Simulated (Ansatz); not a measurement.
This script for the Python package of Ansatz (0.2.0) starts 3 runs on Ti3S2, space group R32. What input does the engine get in each?

`ti3s2.py`
```python
"""Start a denser mesh for Ti3S2 from a saved density."""

import ansatz as az
from ase import Atoms


def main() -> None:
    atoms = Atoms(
        ["Ti", "Ti", "Ti", "S", "S"],
        scaled_positions=[
            (0.335655, 0.664345, 0.0),
            (0.664345, 0.0, 0.335655),
            (0.0, 0.335655, 0.664345),
            (0.832161, 0.832161, 0.832161),
            (0.167839, 0.167839, 0.167839),
        ],
        cell=[
            (2.713114, 1.566417, 3.237618),
            (-2.713114, 1.566417, 3.237618),
            (0.0, -3.132834, 3.237618),
        ],
        pbc=True,
    )
    structure = az.Crystal.from_ase(atoms)

    base = (
        structure.calculation()
        .functional("PBE")
        .pseudopotentials("paw")
        .occupations("fermi_dirac", width=0.05)  # fractional filling near the Fermi level
    )
    coarse = base.kpoints(*(3, 3, 3)).checkpoint(write="ground.run").run(threads=1).report
    warm = base.kpoints(*(5, 5, 5)).checkpoint(read="ground.run").run(threads=1).report
    cold = base.kpoints(*(5, 5, 5)).run(threads=1).report
    for label, rep in (("coarse", coarse), ("fine, from the saved density", warm), ("fine, fresh start", cold)):
        print(f"{label:30s} F = {rep['free_energy_ev']:.5f} eV  iterations {rep['n_iterations']}")


if __name__ == "__main__":
    main()
```

Run 1:
```yaml
crystal:
  lattice:
    - [2.713114, 1.566417, 3.237618]
    - [-2.713114, 1.566417, 3.237618]
    - [0.0, -3.132834, 3.237618]
  atoms:
    - { symbol: Ti, position: [0.335655, 0.664345, 4.7251062972595275e-17] }
    - { symbol: Ti, position: [0.664345, 1.3904146410147886e-17, 0.33565500000000004] }
    - { symbol: Ti, position: [1.8710621000337445e-17, 0.335655, 0.664345] }
    - { symbol: S, position: [0.8321609999999999, 0.832161, 0.8321609999999999] }
    - { symbol: S, position: [0.167839, 0.167839, 0.167839] }
kpoints:
  mp_grid:
    grid: [3, 3, 3]
hamiltonian:
  xc: pbe
  pseudopotentials:
    kind: paw
scf:
  occupations:
    method: fermi_dirac
    width: 0.05
checkpoint:
  write: ground.run
```

Run 2, against run 1:
```diff
-    grid: [3, 3, 3]
+    grid: [5, 5, 5]
-  write: ground.run
+  read: ground.run
```

Run 3, against run 1:
```diff
-    grid: [3, 3, 3]
+    grid: [5, 5, 5]
-checkpoint:
-  write: ground.run
```

```console
$ python ti3s2.py
DeckWarning: basis.ecutwfc = 420 eV, auto-derived from the records' recommended cutoffs: set by Ti (normal level)
coarse                         F = -9307.92110 eV  iterations 7
fine, from the saved density   F = -9307.92958 eV  iterations 6
fine, fresh start              F = -9307.92958 eV  iterations 7
```
(Warnings from the package without file and line, repeats left out.)

Total energies depend on the potentials; only differences at equal settings carry meaning. A total without «per atom» is that of the cell as typed. No spin polarisation was allowed. For a metal this k-point mesh is coarse: on a finer one energies can move by several to tens of meV an atom and pressures by half a GPa or more, differences at one mesh by less. The structure comes from a database of computed cells and needn't be a stable or known phase. By the engine's processor time: 7 s on 1 thread of Intel(R) Xeon(R) Processor @ 2.30GHz, on a shared host, peak memory 0.57 GiB.
